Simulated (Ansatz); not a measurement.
# Ga2TeAs2: the cost of one run

Method: DFT PBE, scalar-relativistic, plane waves, PAW, in Ansatz 0.2.0.

### Step 1. The starting structure

Symmetry: Cmmm, No. 65, orthorhombic system. The conventional cell has a = 7.251 Å, b = 7.879 Å, c = 5.054 Å, α = 90.00°, β = 90.00°, γ = 90.00°. Ga (site symmetry m2m) has 3 As at 2.55 to 2.88 Å and 1 Ga at 2.78 Å as nearest neighbours. Te (site symmetry mmm) is surrounded by 2 As at 2.53 Å. As (site symmetry mmm) has 2 Te at 2.53 Å and 2 Ga at 2.55 Å as nearest neighbours. Around As (site symmetry mmm) lie 4 Ga at 2.88 Å.

As a file:

```cif
data_structure
_symmetry_space_group_name_H-M 'Cmmm'
_symmetry_Int_Tables_number 65
_cell_length_a 7.2506
_cell_length_b 7.8793
_cell_length_c 5.0538
_cell_angle_alpha 90.000
_cell_angle_beta 90.000
_cell_angle_gamma 90.000
_cell_volume 288.73
loop_
_atom_site_label
_atom_site_type_symbol
_atom_site_symmetry_multiplicity
_atom_site_Wyckoff_symbol
_atom_site_fract_x
_atom_site_fract_y
_atom_site_fract_z
_atom_site_occupancy
Ga1 Ga 4 i 0.50000 0.67663 0.00000 1
Te1 Te 2 c 0.50000 0.00000 0.50000 1
As1 As 2 b 0.50000 0.00000 0.00000 1
As2 As 2 d 0.00000 0.00000 0.50000 1
```

Recipe of the guess: random cell by space group and Wyckoff sites (Cmmm, No. 65). Its size is a rough estimate.

### Step 2. The guess as it stands, on a coarse mesh

input.yaml reads:

```yaml
crystal:
  lattice:
    - [3.62531309, -3.93966519, 0.0]
    - [3.62531309, 3.93966519, 0.0]
    - [0.0, 0.0, 5.05383128]
  atoms:
    - { symbol: Ga, position: [0.82336918, 0.17663082, 0.0] }
    - { symbol: Ga, position: [0.17663082, 0.82336918, 0.0] }
    - { symbol: Te, position: [0.5, 0.5, 0.5] }
    - { symbol: As, position: [0.5, 0.5, 0.0] }
    - { symbol: As, position: [0.0, 0.0, 0.5] }
basis:
  ecutwfc: 420
kpoints:
  mp_grid: { grid: [4, 4, 4] }
hamiltonian:
  xc: pbe
scf:
  occupations: { method: gaussian, width: 0.1 }
  lower_state_search: "off"
output:
  forces: true
  stress: true
  eigenvalues: true
```

On the command line:

```
$ ansatz run input.yaml --threads 1 --pin off --max-ram 2560MiB --backend cpu --events-out ev --progress --plain --runs-dir out
```

What time and memory should one allow on 1 thread of Intel Xeon Platinum 8375C at 2.90GHz (Ice Lake), shared host?

About 11 s, with a peak of 0.52 GiB.
